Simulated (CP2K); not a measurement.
## SnTe3 under changes of volume

One of the cells (28.783 Å³/atom); the others are scaled copies at fixed shape and fractional positions:

```
CELL_PARAMETERS angstrom
5.46059 0.00000 0.00000
2.73029 4.72901 0.00000
2.73029 1.57634 4.45855
ATOMIC_POSITIONS crystal
Te 0.50000 0.50000 0.50000
Te 0.75000 0.75000 0.75000
Te 0.25000 0.25000 0.25000
Sn 0.00000 0.00000 0.00000
```

The cell comes from a database or a generator and needn't be the stable form of this composition.

| Property | Result |
| --- | --- |
| Program | CP2K 2026.2 |
| Functional | LDA |
| Potentials or basis | GTH_POTENTIALS Te GTH-PADE-q6, Sn GTH-PADE-q4; TZVP-MOLOPT-PBE-GTH basis |
| Density cutoff | 6123 eV |
| k mesh | 6 × 6 × 6 |
| Occupations | fermi-dirac, width 0.1 eV |
| Spin | no spin polarisation |

```tsv
volume (Å³/atom)	energy over the lowest point (meV/atom)	pressure (GPa)
27.056	0.00	0.6
27.632	0.10	-0.6
28.208	?	?
28.783	12.25	-2.7
29.359	23.47	-3.6
29.935	37.64	-4.3
30.510	54.42	-5.0
```

Task: What does the run at 28.208 Å³/atom give?

Result: Energy over the lowest point 4.33 meV/atom; pressure -1.7 GPa.

Worked out: A Birch-Murnaghan fit of order 3 (a polynomial in V^(-2/3)) to the other rows has its minimum at 27.33 Å³/atom with B0 = V·E''(V) = 58 GPa and B' = 4.4. It gives 4.34 meV/atom at 28.208 Å³/atom, against the run's 4.33, and -dE/dV = -1.7 GPa, against -1.7.

Energies are extrapolated to zero smearing.

Caveats: the basis of atomic orbitals isn't converged, which shifts pressures, moduli and gaps.
